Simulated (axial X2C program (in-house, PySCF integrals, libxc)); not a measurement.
# TeIn⁺: from the state search to constants

Aim: find the lowest determinant of TeIn⁺, scan the bond at several levels and fit the constants, once spin-free and once with spin–orbit coupling.

Program: an in-house X2C program for linear molecules on PySCF integrals. Level of theory: all-electron X2C, Te dyall-v2z, In dyall-v2z. These are calculated values, not measurements.

### Step 1. Input

Contents of task.json:

```json
{"zs": [52, 49], "q": 1, "bas": ["dyall-v2z", "dyall-v2z"], "levels": ["PBE0", "HF", "B97-3", "LDA"], "cc": false, "r0": 2.64, "npts": 10, "nst": 2, "ntry": 6, "opt": {"gaunt": 0}}
```

Keys: zs atomic numbers; q charge; bas basis sets; levels methods (HF also brings MP2); cc coupled cluster on or off; r0 starting distance in Å; npts points asked for on the curve; nst determinants followed; ntry starts of the search; gaunt Gaunt term on or off.

Launch:

```console
$ python so2c.py task.json out
```

Spin-free means the one-electron spin-free X2C Hamiltonian; two-component (2c) means X2C with spin–orbit coupling and atomic mean-field two-electron Coulomb terms, the Gaunt term switched off. Basis: Te dyall-v2z contracted to [9s9p7d], In dyall-v2z contracted to [9s10p7d]; Gaussian nuclei, density fitting. Masses: Te 129.906 u, In 114.904 u.

Notation: σ, π±, δ± give the projection m of an orbital's angular momentum (0, ±1, ±2), α and β its spin, Λ and M_S the sums; ω is the projection of a spinor's total angular momentum and Ω the sum. Logs are in hartree.

The results follow Hamiltonian by Hamiltonian and level by level.

### Step 2. State search with PBE0

PBE0 moves the distance from 2.640 Å to 3.341 Å and compares determinants there.

Spin-free determinants:

```
ΔE (eV)           state                              open shells
   0.00  M_S = 1, Λ = 0           beyond closed shells: π+α, π-α
   0.48  M_S = 1, Λ = 1  beyond closed shells: σα, π+α, π+β, π-α
   0.78  M_S = 0, Λ = 1  beyond closed shells: σβ, π+α, π+β, π-α
   0.93  M_S = 0, Λ = 0           beyond closed shells: π+β, π-α
   0.93  M_S = 0, Λ = 2           beyond closed shells: π+α, π+β
   3.41  M_S = 2, Λ = 1   beyond closed shells: σα, 2 × π+α, π-α
   3.88  M_S = 2, Λ = 0   beyond closed shells: 2 × σα, π+α, π-α
```

Two-component determinants:

```
ΔE (eV)  state                                  open shells
   0.00  Ω = 1      excess of +ω over −ω: ω = -1/2, ω = 3/2
   0.24  Ω = 2       excess of +ω over −ω: ω = 1/2, ω = 3/2
   0.52  Ω = 0                                 closed shell
   0.83  Ω = 0                                 closed shell
   1.17  Ω = 1            excess of +ω over −ω: 2 × ω = 1/2
   3.55  Ω = 3            excess of +ω over −ω: 2 × ω = 3/2
   4.22  Ω = 0  excess of +ω over −ω: 3 × ω = 1/2, ω = -3/2
```

### Step 3. PBE0, spin-free

State followed: M_S = 1, Λ = 0 (beyond closed shells: π+α, π-α). The scan is laid around 3.341 Å, a first estimate of the minimum, and this SCF restarts from the orbitals of the search.

The SCF at the reference distance of 3.341 Å:

```text
spin-free X2C-1e  PBE0
basis functions 145  fitting functions 842  grid points 5807
iter        total energy     max residual
   1     -12673.898409346     4.47e-06
   2     -12673.898409349     2.30e-06
   3     -12673.898409349     1.26e-06
converged
one-electron -18201.33899235  Coulomb 5461.97242560  exact exchange -83.31041473  xc functional -254.79626577  nuclear repulsion 403.57483790
```

Along the bond, energies from the lowest point:

```
R (Å)  E (eV)  μ (D)  HOMO (eV)  LUMO (eV)  iterations
2.907  0.2876   1.39     -11.48      -9.73           8
3.040  0.1233   2.04     -11.47      -9.47           8
3.140  0.0525   2.52     -11.43      -9.29           8
3.241  0.0140   2.99     -11.37      -9.12           8
3.341  0.0000   3.44     -11.30      -8.97           3
3.458  0.0054   3.97     -11.19      -8.80           8
3.575  0.0276   4.48     -11.06      -8.64           8
3.725  0.0710   5.12     -10.89      -8.45           8
3.909  0.1367   5.90     -10.67      -8.23           8
4.176  0.2383   7.00     -10.35      -7.94           8
```

Dipoles are positive if In is the positive end and refer to the centre of mass.

Outer orbitals at the reference distance:

| symmetry | occupied | ε (eV) | atomic character |
| --- | --- | --- | --- |
| δ-α | yes | -27.10 | 100% In d |
| δ+α | yes | -27.10 | 100% In d |
| δ-β | yes | -27.09 | 100% In d |
| δ+β | yes | -27.09 | 100% In d |
| π+β | yes | -27.02 | 100% In d |
| π-β | yes | -27.02 | 100% In d |
| π+α | yes | -27.02 | 100% In d |
| π-α | yes | -27.02 | 100% In d |
| σβ | yes | -27.01 | 100% In d |
| σα | yes | -27.00 | 100% In d |
| σα | yes | -22.77 | 95% Te s, 3% In p |
| σβ | yes | -20.68 | 94% Te s, 3% In p |
| σα | yes | -14.89 | 83% In s, 15% Te p |
| σβ | yes | -14.81 | 87% In s, 10% Te p |
| π+α | yes | -12.88 | 98% Te p |
| π-α | yes | -12.88 | 98% Te p |
| σα | yes | -11.90 | 72% Te p, 15% In s, 11% In p |
| σβ | yes | -11.30 | 72% Te p, 16% In p, 10% In s |
| π-β | no | -8.97 | 94% Te p, 6% In p |
| π+β | no | -8.97 | 94% Te p, 6% In p |
| π+α | no | -6.71 | 98% In p |
| π-α | no | -6.71 | 98% In p |

PBE0 fields in the half plane through the axis: z from -2.4 to 5.7 Å across, distance from the axis 0.15 to 2.25 Å upwards; Te lies at z = 0 and In at z = 3.341 Å; the ELF is damped to zero where the density is low.

log10 density (e/bohr³). Ten even steps from '0' (-4.44 ) to '9' (1.83 ):
```
0011122222222111111221111000
0112222333222222222222221100
1122333333333222233333322110
1223334444443333334444332211
1233444555444333444554433221
2233455565554444455665443321
2234456777655444567776543321
2334556898655444567987544322
```

ELF. Ten even steps from '0' (0.00 ) to '9' (0.89 ):
```
0000122222221000001233210000
0012345555443100013456652000
0134677777765200123456787300
0256888888887311233344678720
2468998656788522222223468861
3689984232479722224543357882
4789953787359732248885346884
4799945686539832266827336895
```

Re = 3.367 Å, ωe = 85.0 cm⁻¹, ωexe = 0.328 cm⁻¹, Be = 0.02439 cm⁻¹, De = 0.766 eV, μ = 3.56 D.

### Step 4. HF, spin-free

The SCF at the reference distance of 3.341 Å:

```text
spin-free X2C-1e  HF
basis functions 145  fitting functions 842  grid points 5807
iter        total energy     max residual
   1     -12669.033387763     2.90e-01
   2     -12669.066937419     5.44e-03
   3     -12669.067799769     1.87e-03
   4     -12669.067877132     8.84e-04
   5     -12669.067889876     1.72e-04
   6     -12669.067893024     1.08e-04
   7     -12669.067894077     7.45e-05
   8     -12669.067894967     3.92e-05
   9     -12669.067895338     1.35e-05
  10     -12669.067895395     5.63e-06
  11     -12669.067895397     2.44e-06
  12     -12669.067895398     6.32e-07
converged
one-electron -18199.90998753  Coulomb 5460.63785685  exact exchange -333.37060262  xc functional 0.00000000  nuclear repulsion 403.57483790
```

Re = 3.587 Å, ωe = 64.7 cm⁻¹, ωexe = 0.295 cm⁻¹, Be = 0.02149 cm⁻¹, De = 0.468 eV, μ = 5.15 D.

### Step 5. B97-3, spin-free

The SCF at the reference distance of 3.341 Å:

```text
spin-free X2C-1e  B97-3
basis functions 145  fitting functions 842  grid points 5807
iter        total energy     max residual
   1     -12673.859784418     5.36e-02
   2     -12673.860522496     1.89e-03
   3     -12673.860530965     1.87e-03
   4     -12673.860557344     1.86e-04
   5     -12673.860557678     6.03e-05
   6     -12673.860557729     1.28e-05
   7     -12673.860557731     4.28e-06
   8     -12673.860557732     9.62e-07
converged
one-electron -18201.53933987  Coulomb 5462.17840567  exact exchange -89.73971910  xc functional -248.33474233  nuclear repulsion 403.57483790
```

Re = 3.448 Å, ωe = 77.2 cm⁻¹, ωexe = 0.288 cm⁻¹, Be = 0.02326 cm⁻¹, De = 0.654 eV, μ = 4.02 D.

### Step 6. LDA, spin-free

The SCF at the reference distance of 3.341 Å:

```text
spin-free X2C-1e  LDA
basis functions 145  fitting functions 842  grid points 5807
iter        total energy     max residual
   1     -12662.425192325     9.45e-01
   2     -12662.447775052     1.36e-02
   3     -12662.447437519     8.91e-03
   4     -12662.448433524     1.52e-03
   5     -12662.448474146     2.43e-04
   6     -12662.448476786     9.91e-05
   7     -12662.448477061     2.16e-05
   8     -12662.448477074     1.79e-06
   9     -12662.448477074     2.98e-07
converged
one-electron -18199.84297798  Coulomb 5460.28699674  exact exchange 0.00000000  xc functional -326.46733373  nuclear repulsion 403.57483790
```

Re = 3.252 Å, ωe = 96.4 cm⁻¹, ωexe = 0.31 cm⁻¹, Be = 0.02614 cm⁻¹, De = 0.994 eV, μ = 2.73 D.

### Step 7. MP2, spin-free

Correlated methods: 28 electrons correlated (frozen shells, counted by type: Te 4 s, 3 p, 1 d; In 4 s, 3 p, 1 d), 122 virtual spinors in MP2.

MP2: Re = 3.428 Å, ωe = 78.2 cm⁻¹, Be = 0.02353 cm⁻¹, De = 0.620 eV.

### Step 8. A higher determinant, spin-free

State: M_S = 1, Λ = 1 (beyond closed shells: σα, π+α, π+β, π-α).

Output at the reference distance:

```text
spin-free X2C-1e  PBE0
basis functions 145  fitting functions 842  grid points 5807
iter        total energy     max residual
   1     -12673.880812572     1.60e-05
   2     -12673.880812604     1.57e-05
   3     -12673.880812611     4.84e-06
   4     -12673.880812614     1.67e-06
   5     -12673.880812614     4.16e-07
converged
one-electron -18200.65634329  Coulomb 5461.28548845  exact exchange -83.30461886  xc functional -254.78017681  nuclear repulsion 403.57483790
```

```csv
R (Å),E above the lowest PBE0 point (eV)
2.907,0.391
3.040,0.402
3.140,0.423
3.241,0.450
3.341,0.479
3.458,0.512
3.575,0.545
3.725,0.584
3.909,0.626
```

No constants are quoted: the lowest point is the short end of the scan.

### Step 9. The spin-free curves together

Energy (eV) of the followed determinant, spin-free, from each level's lowest point:

```csv
R (Å),PBE0,HF,MP2,B97-3,LDA
2.907,0.288,0.472,0.339,0.366,0.183
3.040,0.123,0.258,0.159,0.176,0.059
3.140,0.052,0.153,0.077,0.089,0.015
3.241,0.014,0.082,0.029,0.036,0.000
3.341,0.000,0.037,0.005,0.009,0.007
3.458,0.005,0.009,0.000,0.000,0.035
3.575,0.028,0.000,0.012,0.010,0.078
3.725,0.071,0.008,0.044,0.039,0.144
3.909,0.137,0.035,0.096,0.090,0.233
4.176,0.238,0.091,0.182,0.175,0.363
```

### Step 10. PBE0, 2c

State followed: Ω = 1 (excess of +ω over −ω: ω = -1/2, ω = 3/2). The scan is laid around 3.341 Å, a first estimate of the minimum, and this SCF restarts from the orbitals of the search.

The SCF at the reference distance of 3.341 Å:

```text
two-component X2C + atomic mean field  PBE0
basis functions 145  fitting functions 842  grid points 5807
iter        total energy     max residual
   1     -12678.800608828     5.54e-06
   2     -12678.800608831     2.53e-06
   3     -12678.800608831     1.49e-06
converged
one-electron -18210.50366859  Coulomb 5463.44549195  exact exchange -83.34035584  xc functional -254.89685501  nuclear repulsion 403.57483790  atomic mean-field constant 2.91994076
```

Along the bond, energies from the lowest point:

| R (Å) | E (eV) | μ (D) | HOMO (eV) | LUMO (eV) | iterations |
| --- | --- | --- | --- | --- | --- |
| 2.907 | 0.1823 | 2.51 | -11.80 | -9.77 | 12 |
| 3.040 | 0.0800 | 2.67 | -11.64 | -9.58 | 11 |
| 3.140 | 0.0319 | 2.97 | -11.55 | -9.42 | 11 |
| 3.241 | 0.0065 | 3.33 | -11.46 | -9.27 | 11 |
| 3.341 | 0.0000 | 3.73 | -11.36 | -9.12 | 3 |
| 3.458 | 0.0100 | 4.21 | -11.24 | -8.95 | 11 |
| 3.575 | 0.0340 | 4.70 | -11.11 | -8.80 | 11 |
| 3.725 | 0.0771 | 5.33 | -10.94 | -8.61 | 10 |
| 3.909 | 0.1399 | 6.10 | -10.73 | -8.39 | 11 |
| 4.176 | 0.2342 | 7.20 | -10.43 | -8.11 | 11 |

Dipoles are positive if In is the positive end and refer to the centre of mass.

Outer spinors at the reference distance:

| ω | occupied | ε (eV) | atomic character | λ mixture |
| --- | --- | --- | --- | --- |
| -3/2 | yes | -27.72 | 100% In d | 82% δ, 18% π |
| 3/2 | yes | -27.72 | 100% In d | 83% δ, 17% π |
| -1/2 | yes | -27.66 | 100% In d | 60% π, 40% σ |
| 1/2 | yes | -27.66 | 100% In d | 61% π, 39% σ |
| -5/2 | yes | -26.88 | 100% In d | 100% δ |
| 5/2 | yes | -26.87 | 100% In d | 100% δ |
| -3/2 | yes | -26.82 | 100% In d | 82% π, 18% δ |
| 3/2 | yes | -26.81 | 100% In d | 83% π, 17% δ |
| -1/2 | yes | -26.80 | 100% In d | 60% σ, 40% π |
| 1/2 | yes | -26.79 | 100% In d | 61% σ, 39% π |
| 1/2 | yes | -22.52 | 95% Te s, 3% In p | 100% σ |
| -1/2 | yes | -20.74 | 94% Te s, 3% In p | 100% σ |
| 1/2 | yes | -14.94 | 84% In s, 14% Te p | 100% σ |
| -1/2 | yes | -14.93 | 87% In s, 11% Te p | 100% σ |
| -1/2 | yes | -13.01 | 97% Te p | 96% π, 4% σ |
| 3/2 | yes | -12.38 | 98% Te p | 100% π |
| 1/2 | yes | -12.03 | 76% Te p, 13% In s, 9% In p | 85% σ, 15% π |
| -1/2 | yes | -11.36 | 72% Te p, 16% In p, 9% In s | 96% σ, 4% π |
| 1/2 | no | -9.12 | 88% Te p, 10% In p | 84% π, 16% σ |
| -3/2 | no | -8.73 | 92% Te p, 7% In p | 100% π |
| -1/2 | no | -6.91 | 97% In p, 2% Te p | 98% π, 2% σ |
| 1/2 | no | -6.83 | 94% In p, 6% Te p | 99% π, 1% σ |

PBE0 fields in the half plane through the axis: z from -2.4 to 5.7 Å across, distance from the axis 0.15 to 2.25 Å upwards; Te lies at z = 0 and In at z = 3.341 Å; the ELF is damped to zero where the density is low.

log10 density (e/bohr³). Ten even steps from '0' (-4.46 ) to '9' (1.83 ):
```
0011122222222111111221111000
0112223333322222222222221100
1122333333333222233333322110
1223344444443333334444332211
1233444555444333444554433221
2233455565554444455665443321
2234456777654444567776543321
2334556898655444567987544322
```

ELF. Ten even steps from '0' (0.00 ) to '9' (0.85 ):
```
0000122332221000001233200000
0012345555542100013456652000
0124577877764200134456787300
0246889888886311233345678720
1368998656788522332223468961
2579984333479622234543357982
3689953787359732248885346894
3689945686538832276828336895
```

Re = 3.332 Å, ωe = 80.9 cm⁻¹, ωexe = 0.359 cm⁻¹, Be = 0.0249 cm⁻¹, De = 0.583 eV, μ = 3.70 D.

### Step 11. HF, 2c

Output at 3.341 Å:

```text
two-component X2C + atomic mean field  HF
basis functions 145  fitting functions 842  grid points 5807
iter        total energy     max residual
   1     -12673.924821342     2.89e-01
   2     -12673.959091289     5.48e-03
   3     -12673.960095010     1.95e-03
   4     -12673.960206107     9.30e-04
   5     -12673.960230729     2.96e-04
   6     -12673.960243047     2.05e-04
   7     -12673.960250745     1.73e-04
   8     -12673.960259165     1.36e-04
   9     -12673.960264058     9.00e-05
  10     -12673.960266156     5.71e-05
  11     -12673.960266798     2.88e-05
  12     -12673.960267007     2.04e-05
  13     -12673.960267071     9.34e-06
  14     -12673.960267083     6.66e-06
  15     -12673.960267089     5.55e-06
  16     -12673.960267095     2.21e-06
  17     -12673.960267095     4.55e-07
converged
one-electron -18209.08988302  Coulomb 5462.12714326  exact exchange -333.49230600  xc functional 0.00000000  nuclear repulsion 403.57483790  atomic mean-field constant 2.91994076
```

Re = 3.597 Å, ωe = 59.7 cm⁻¹, ωexe = 0.324 cm⁻¹, Be = 0.02137 cm⁻¹, De = 0.346 eV, μ = 5.48 D.

### Step 12. B97-3, 2c

The SCF at the reference distance of 3.341 Å:

```text
two-component X2C + atomic mean field  B97-3
basis functions 145  fitting functions 842  grid points 5807
iter        total energy     max residual
   1     -12678.761568669     5.50e-02
   2     -12678.762369441     1.87e-03
   3     -12678.762398362     1.85e-03
   4     -12678.762430703     2.61e-04
   5     -12678.762438494     1.85e-04
   6     -12678.762442343     1.46e-04
   7     -12678.762447816     4.01e-05
   8     -12678.762448315     5.61e-06
   9     -12678.762448318     2.80e-06
  10     -12678.762448318     4.34e-07
converged
one-electron -18210.68163335  Coulomb 5463.62673980  exact exchange -89.77127653  xc functional -248.43105691  nuclear repulsion 403.57483790  atomic mean-field constant 2.91994076
```

Re = 3.415 Å, ωe = 72.2 cm⁻¹, ωexe = 0.304 cm⁻¹, Be = 0.02371 cm⁻¹, De = 0.477 eV, μ = 4.21 D.

### Step 13. LDA, 2c

Output at 3.341 Å:

```text
two-component X2C + atomic mean field  LDA
basis functions 145  fitting functions 842  grid points 5807
iter        total energy     max residual
   1     -12667.328083348     9.44e-01
   2     -12667.351068924     1.36e-02
   3     -12667.350791471     9.46e-03
   4     -12667.351694052     1.71e-03
   5     -12667.351730748     2.47e-04
   6     -12667.351733731     1.41e-04
   7     -12667.351734740     2.44e-05
   8     -12667.351734761     7.54e-06
   9     -12667.351734764     1.54e-06
  10     -12667.351734764     5.33e-07
converged
one-electron -18208.99835033  Coulomb 5461.74789264  exact exchange 0.00000000  xc functional -326.59605574  nuclear repulsion 403.57483790  atomic mean-field constant 2.91994076
```

Re = 3.128 Å, ωe = 82.3 cm⁻¹, ωexe = 0.279 cm⁻¹, Be = 0.02826 cm⁻¹, De = 0.835 eV, μ = 2.89 D.

### Step 14. Correlated methods, 2c

Correlated methods: 28 electrons correlated (frozen shells, counted by type: Te 4 s, 3 p, 1 d; In 4 s, 3 p, 1 d), 122 virtual spinors in MP2.

MP2: Re = 3.423 Å, ωe = 75.4 cm⁻¹, Be = 0.0236 cm⁻¹, De = 0.413 eV.

### Step 15. A higher determinant, 2c

State: Ω = 2 (excess of +ω over −ω: ω = 1/2, ω = 3/2).

Output at the reference distance:

```text
two-component X2C + atomic mean field  PBE0
basis functions 145  fitting functions 842  grid points 5807
iter        total energy     max residual
   1     -12678.791921676     6.75e-06
   2     -12678.791921677     6.63e-06
converged
one-electron -18210.10555415  Coulomb 5463.04039434  exact exchange -83.33589648  xc functional -254.88564404  nuclear repulsion 403.57483790  atomic mean-field constant 2.91994076
```

```
R (Å)  E above the lowest PBE0 point (eV)
2.907                               0.187
3.040                               0.182
3.140                               0.194
3.241                               0.213
3.341                               0.236
3.458                               0.266
3.575                               0.297
3.725                               0.337
3.909                               0.382
```

Re = 2.991 Å, ωe = 83.0 cm⁻¹, Be = 0.0309 cm⁻¹, μ = 3.96 D. Te = 0.18 eV.

### Step 16. The 2c curves together

Energy (eV) of the followed determinant, 2c, from each level's lowest point:

```
R (Å)   PBE0     HF    MP2  B97-3    LDA
2.907  0.182  0.401  0.294  0.232  0.040
3.040  0.080  0.227  0.141  0.115  0.006
3.140  0.032  0.137  0.069  0.056  0.000
3.241  0.006  0.075  0.025  0.020  0.009
3.341  0.000  0.034  0.004  0.003  0.031
3.458  0.010  0.009  0.000  0.000  0.068
3.575  0.034  0.000  0.012  0.012  0.114
3.725  0.077  0.006  0.041  0.041  0.182
3.909  0.140  0.028  0.090  0.088  0.268
4.176  0.234  0.074  0.167  0.165  0.389
```

The whole job took 2.4 min on 1 thread of Arm Neoverse N1, shared host; peak memory 0.33 GiB.

### Step 17. Results

Lowest determinant that the search found at its distance, spin-free: M_S = 1, Λ = 0 (beyond closed shells: π+α, π-α).

Lowest determinant that the search found at its distance, 2c: Ω = 1 (excess of +ω over −ω: ω = -1/2, ω = 3/2).

| Hamiltonian | level | Re (Å) | ωe (cm⁻¹) | De (eV) | μ (D) |
| --- | --- | --- | --- | --- | --- |
| spin-free | PBE0 | 3.367 | 85.0 | 0.766 | 3.56 |
| spin-free | HF | 3.587 | 64.7 | 0.468 | 5.15 |
| spin-free | MP2 | 3.428 | 78.2 | 0.620 | n/a |
| spin-free | B97-3 | 3.448 | 77.2 | 0.654 | 4.02 |
| spin-free | LDA | 3.252 | 96.4 | 0.994 | 2.73 |
| 2c | PBE0 | 3.332 | 80.9 | 0.583 | 3.70 |
| 2c | HF | 3.597 | 59.7 | 0.346 | 5.48 |
| 2c | MP2 | 3.423 | 75.4 | 0.413 | n/a |
| 2c | B97-3 | 3.415 | 72.2 | 0.477 | 4.21 |
| 2c | LDA | 3.128 | 82.3 | 0.835 | 2.89 |

Dipoles are positive if In is the positive end and refer to the centre of mass.

Time per point (s) on 1 thread of Arm Neoverse N1, shared host (2c runs); the times are rough: PBE0 0.93, HF 0.95, MP2 1.2, B97-3 1, LDA 0.27.

What this shows: At MP2, going from spin-free to two-component changes Re by -5 mÅ, ωe by -3.6 %; the two runs may stand on different determinants, so this isn't spin–orbit coupling alone. It costs about 2.2 times the time. De moves by -0.21 eV; both De rest on single-determinant atoms, which can miss part of an open shell's spin–orbit lowering.

De refers to Te + In+, each in the lowest determinant found, which need not be this curve's own limit. The state is a single determinant with fixed occupations, the lowest that a limited PBE0 search found. De is counted from the lowest determinant-based energies of the atoms at the same level, without counterpoise correction. Density functionals use the spin component along the axis (collinear). With several unpaired electrons one determinant need not be a pure state. At some level an empty orbital lies below a filled one.
